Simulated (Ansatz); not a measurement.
**C4H9I: vertical ionisation energy**

One table from this session's results is given with a row withheld; the runs are named, their logs left out.

Method: unrestricted cation, the program's frozen cores in correlated methods; program: Ansatz 0.2.0, Gaussian basis.

The runs, in order: UKS PBE-D4/def2-TZVPP; UKS r2SCAN-D4/def2-TZVPP; UKS PBE0-D4/def2-TZVPP; UKS B3LYP-D4/def2-TZVPP; UKS wB97X-V/def2-TZVPP; UKS wB97M-V/def2-TZVPP; UKS B2PLYP/def2-TZVPP; UHF-CCSD(T)/def2-TZVPP; UHF-MP2/def2-QZVPP; extrapolation to the limit; then −ε(HOMO) from the neutral's earlier runs with LDA (SPW92), PBE-D4, revPBE-D4, BLYP-D4, r2SCAN-D4, B97M-V, PBE0-D4, B3LYP-D4, r2SCANh-D4, r2SCAN0-D4, HSE06-D4, BHLYP-D4, CAM-B3LYP-D4, LC-ωPBE, ωB97X-V, ωB97M-V.

## The geometry

The geometry comes from an earlier relaxation with PBE0-D4 in a triple-zeta def2 set; it is a stationary point, not always the lowest conformer. I takes the def2 core potential; no spin-orbit term is included.

SMILES `CC(C)(C)I`, 14 atoms, charge 0, spin multiplicity 1.

Atoms are counted from 1 here; the program's logs count them from 0.

Bond lengths: C1–C2 1.515 Å, C1–H6 1.091 Å, C1–H7 1.091 Å, C1–H8 1.097 Å, C2–C3 1.515 Å, C2–C4 1.515 Å, C2–I5 2.197 Å, C3–H9 1.091 Å, C3–H10 1.091 Å, C3–H11 1.097 Å, C4–H12 1.097 Å, C4–H13 1.091 Å, C4–H14 1.091 Å. Angles: C2–C1–H6 111.6°, C2–C1–H7 111.6°, C2–C1–H8 108.7°, H6–C1–H7 108.5°, H6–C1–H8 108.1°, H7–C1–H8 108.1°, C1–C2–C3 111.7°, C1–C2–C4 111.7°, C1–C2–I5 107.2°, C3–C2–C4 111.7°, C3–C2–I5 107.2°, C4–C2–I5 107.2°, C2–C3–H9 111.6°, C2–C3–H10 111.6°, C2–C3–H11 108.7°, H9–C3–H10 108.5°, H9–C3–H11 108.1°, H10–C3–H11 108.1° and more.

Coordinates:

```xyz
14
C4H9I
C    -1.3399    0.4948    0.2698
C     0.0968    0.2556   -0.1454
C     0.9996    0.0544    1.0539
C     0.2113   -0.8895   -1.1300
I     0.7841    2.0692   -1.1774
H    -1.4257    1.3428    0.9503
H    -1.9826    0.6760   -0.5926
H    -1.7083   -0.3982    0.7888
H     0.9440    0.8967    1.7446
H     2.0399   -0.0811    0.7556
H     0.6773   -0.8473    1.5882
H    -0.1265   -1.8098   -0.6385
H     1.2414   -1.0373   -1.4567
H    -0.4114   -0.7263   -2.0105
```

The first run:

in.yaml reads:

```yaml
crystal:
  periodic: [false, false, false]
  atoms:
    - {symbol: C, position_ang: [-1.339883, 0.494802, 0.269786]}
    - {symbol: C, position_ang: [0.096835, 0.255624, -0.145440]}
    - {symbol: C, position_ang: [0.999614, 0.054437, 1.053861]}
    - {symbol: C, position_ang: [0.211307, -0.889495, -1.130027]}
    - {symbol: I, position_ang: [0.784096, 2.069192, -1.177381]}
    - {symbol: H, position_ang: [-1.425707, 1.342838, 0.950299]}
    - {symbol: H, position_ang: [-1.982633, 0.675967, -0.592584]}
    - {symbol: H, position_ang: [-1.708348, -0.398225, 0.788776]}
    - {symbol: H, position_ang: [0.944020, 0.896699, 1.744613]}
    - {symbol: H, position_ang: [2.039949, -0.081082, 0.755591]}
    - {symbol: H, position_ang: [0.677289, -0.847336, 1.588213]}
    - {symbol: H, position_ang: [-0.126494, -1.809799, -0.638549]}
    - {symbol: H, position_ang: [1.241403, -1.037273, -1.456662]}
    - {symbol: H, position_ang: [-0.411439, -0.726348, -2.010485]}
basis:
  gaussian: {orbitals: def2-TZVPP}
total_charge: 1
magnetization: {spin_polarized: true, initial_magnetization: 1}
hamiltonian: {xc: pbe, dispersion: d4}
```

On the command line:

```console
ansatz run in.yaml --threads 2 --pin off --events-out ev --progress --plain --max-ram 22528MiB --backend cuda --devices 0, --max-vram 18GiB
```

Steps of the session up to this table: Cation, UKS PBE-D4/def2-TZVPP; Cation, UKS r2SCAN-D4/def2-TZVPP; Cation, UKS PBE0-D4/def2-TZVPP; Cation, UKS B3LYP-D4/def2-TZVPP; Cation, UKS wB97X-V/def2-TZVPP; Cation, UKS wB97M-V/def2-TZVPP; Cation, UKS B2PLYP (frozen core)/def2-TZVPP; Cation, UHF-CCSD(T)/def2-TZVPP; Cation, UHF-MP2/def2-QZVPP.

One table of the session follows, with a row left open; its other results are not shown here.

Orbital estimates, from the neutral's runs:

```
  functional  −ε(HOMO) (eV)
 LDA (SPW92)           6.11
      PBE-D4           5.96
   revPBE-D4              ?
     BLYP-D4           5.78
   r2SCAN-D4           6.22
      B97M-V           6.27
     PBE0-D4           7.09
    B3LYP-D4           6.85
  r2SCANh-D4           6.63
  r2SCAN0-D4           7.26
    HSE06-D4           6.69
    BHLYP-D4           8.05
CAM-B3LYP-D4           8.36
     LC-ωPBE           9.72
     ωB97X-V           9.39
     ωB97M-V           9.27
```

Estimate the missing values for revPBE-D4.

As computed: −ε(HOMO) (eV): 5.90. In the column «−ε(HOMO) (eV)» it lies between BLYP-D4 (5.78) and PBE-D4 (5.96).
